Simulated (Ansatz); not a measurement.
# CH7BN2Si: the cost of one run

Program: Ansatz 0.2.0. Level of theory: RKS r2SCAN-D4/6-31G*. These are calculated values, not measurements.

### Step 1. The structure to begin with

Bond lengths: N1–B2 1.472 Å, B2–C3 1.578 Å, C3–N4 1.529 Å, C3–Si5 1.835 Å, N4–Si5 1.885 Å, N1–H6 1.112 Å, N1–H7 1.062 Å, B2–H8 1.184 Å, C3–H9 1.162 Å, N4–H10 1.008 Å, Si5–H11 1.439 Å, Si5–H12 1.487 Å. Angles (14 of 21 angles, heavy atoms first): N1–B2–C3 120.8°, B2–C3–N4 111.9°, B2–C3–Si5 114.7°, N4–C3–Si5 67.4°, C3–N4–Si5 64.0°, C3–Si5–N4 48.5°, N1–B2–H8 120.3°, C3–B2–H8 118.8°, B2–N1–H6 107.0°, B2–N1–H7 108.2°, B2–C3–H9 120.3°, N4–C3–H9 109.8°, Si5–C3–H9 119.7°, C3–N4–H10 106.6°.

Structure file:

```xyz
12

N    -1.9561   -1.0075    0.8289
B    -0.5329   -1.0528    0.4561
C     0.3198    0.2714    0.3564
N     1.7700   -0.0111   -0.0383
Si    0.7016    0.8120   -1.3548
H    -2.4563   -0.3159    0.1161
H    -2.0416   -0.4872    1.7502
H    -0.0072   -2.0886    0.2290
H     0.2903    1.0546    1.2143
H     2.3301    0.7095    0.3903
H     0.4281   -0.1324   -2.4062
H     1.2312    2.1928   -1.5080
```

### Step 2. Relaxing end A

File input.yaml:

```yaml
crystal:
  periodic: [false, false, false]
  atoms:
    - { symbol: "N", position_ang: [-1.9561, -1.0075, 0.8289] }
    - { symbol: B, position_ang: [-0.5329, -1.0528, 0.4561] }
    - { symbol: C, position_ang: [0.3198, 0.2714, 0.3564] }
    - { symbol: "N", position_ang: [1.77, -0.0111, -0.0383] }
    - { symbol: Si, position_ang: [0.7016, 0.812, -1.3548] }
    - { symbol: H, position_ang: [-2.4563, -0.3159, 0.1161] }
    - { symbol: H, position_ang: [-2.0416, -0.4872, 1.7502] }
    - { symbol: H, position_ang: [-0.0072, -2.0886, 0.229] }
    - { symbol: H, position_ang: [0.2903, 1.0546, 1.2143] }
    - { symbol: H, position_ang: [2.3301, 0.7095, 0.3903] }
    - { symbol: H, position_ang: [0.4281, -0.1324, -2.4062] }
    - { symbol: H, position_ang: [1.2312, 2.1928, -1.508] }
basis:
  gaussian: { orbitals: "6-31G*" }
hamiltonian:
  xc: r2scan
  dispersion: d4
relax:
  f_tol: 0.015
  max_steps: 40
```

Launch:

```sh
$ ansatz run input.yaml --threads 2 --pin off --max-ram 3072MiB --backend cpu --events-out ev --progress --plain --runs-dir out
```

**Question.** How long does this run take on 2 threads of Arm Neoverse V2, shared host, and how much memory does it need?

About 59 s, with a peak of 0.17 GiB.
